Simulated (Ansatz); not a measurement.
# ClH5OSi2: up Jacob's ladder to CCSD(T)

The task here is to estimate one member of a computed series from the others.

Method: functionals in def2-TZVPP, the program's frozen cores in correlated methods; program: Ansatz 0.2.0, Gaussian basis.

Levels to be run: LDA (SPW92), PBE-D4, revPBE-D4, BLYP-D4, r2SCAN-D4, B97M-V, PBE0-D4, B3LYP-D4, r2SCANh-D4, r2SCAN0-D4, HSE06-D4, BHLYP-D4, CAM-B3LYP-D4, LC-ωPBE, ωB97X-V, ωB97M-V, B2PLYP, PBE-QIDH; CCSD(T)/def2-SVP; CCSD(T)/def2-TZVPP; CCSD(T)/def2-QZVPP; extrapolation to the limit; RPA on PBE.

## The relaxed structure

The geometry comes from an earlier relaxation with PBE0-D4 in a triple-zeta def2 set; it is a stationary point, not always the lowest conformer.

SMILES `O[SiH]([SiH3])Cl`, 9 atoms, charge 0, spin multiplicity 1.

Atoms are counted from 1 here; the program's logs count them from 0.

Bond lengths: O1–Si2 1.639 Å, O1–H5 0.959 Å, Si2–Si3 2.335 Å, Si2–Cl4 2.068 Å, Si2–H6 1.486 Å, Si3–H7 1.487 Å, Si3–H8 1.485 Å, Si3–H9 1.487 Å. Angles: Si2–O1–H5 118.4°, O1–Si2–Si3 107.4°, O1–Si2–Cl4 110.6°, O1–Si2–H6 111.0°, Si3–Si2–Cl4 108.6°, Si3–Si2–H6 114.5°, Cl4–Si2–H6 104.7°, Si2–Si3–H7 110.4°, Si2–Si3–H8 109.5°, Si2–Si3–H9 108.6°, H7–Si3–H8 109.7°, H7–Si3–H9 109.1°, H8–Si3–H9 109.5°.

Set-up of the first run:

in.yaml reads:

```yaml
crystal:
  periodic: [false, false, false]
  atoms:
    - {symbol: O, position_ang: [0.516926, 0.942062, -1.606350]}
    - {symbol: Si, position_ang: [-0.265634, 0.799784, -0.173182]}
    - {symbol: Si, position_ang: [0.351899, -1.250228, 0.759305]}
    - {symbol: Cl, position_ang: [-2.313364, 0.805769, -0.459027]}
    - {symbol: H, position_ang: [0.374027, 1.735029, -2.126848]}
    - {symbol: H, position_ang: [-0.002934, 1.975785, 0.697069]}
    - {symbol: H, position_ang: [1.819895, -1.291757, 0.992457]}
    - {symbol: H, position_ang: [-0.039653, -2.350404, -0.158748]}
    - {symbol: H, position_ang: [-0.352662, -1.412341, 2.058223]}
basis:
  gaussian: {orbitals: def2-TZVPP}
hamiltonian: {xc: lda}
output: {orbitals: {seedname: orbitals}}
```

Started as:

```bash
$ ansatz run in.yaml --threads 2 --pin off --events-out ev --progress --plain --max-ram 32768MiB --backend cpu
```

Steps of the session up to this table: LDA; PBE-D4 (GGA); revPBE-D4 (GGA); BLYP-D4 (GGA); r2SCAN-D4 (meta-GGA); B97M-V (meta-GGA); B3LYP-D4 (hybrid); r2SCANh-D4 (hybrid); r2SCAN0-D4 (hybrid); HSE06-D4 (hybrid); BHLYP-D4 (hybrid); CAM-B3LYP-D4 (range-separated); LC-ωPBE (range-separated); ωB97X-V (range-separated); ωB97M-V (range-separated); B2PLYP (double hybrid); PBE-QIDH (double hybrid).

One table of the session follows, with a row left open; its other results are not shown here.

It belongs to the step «Orbital energies across the functionals». 

| functional | HOMO (eV) | gap (eV) |
| --- | --- | --- |
| LDA (SPW92) | -7.00 | 5.60 |
| PBE-D4 | -6.93 | 5.72 |
| revPBE-D4 | -6.89 | 5.78 |
| BLYP-D4 | -6.81 | 5.74 |
| r2SCAN-D4 | -7.22 | 6.34 |
| B97M-V | -7.33 | 6.22 |
| PBE0-D4 | -8.14 | 7.79 |
| B3LYP-D4 | -7.94 | 7.38 |
| r2SCANh-D4 | -7.66 | 7.08 |
| r2SCAN0-D4 | -8.33 | 8.17 |
| HSE06-D4 | -7.75 | 7.02 |
| BHLYP-D4 | -9.26 | 9.79 |
| CAM-B3LYP-D4 | ? | ? |
| LC-ωPBE | -10.76 | 12.58 |
| ωB97X-V | -10.44 | 12.11 |
| ωB97M-V | -10.21 | 11.56 |

**Question.** Estimate the row for CAM-B3LYP-D4.

The run gave: HOMO (eV): -9.45; gap (eV): 10.11. In the column «HOMO (eV)» it lies between ωB97M-V (-10.21) and BHLYP-D4 (-9.26).
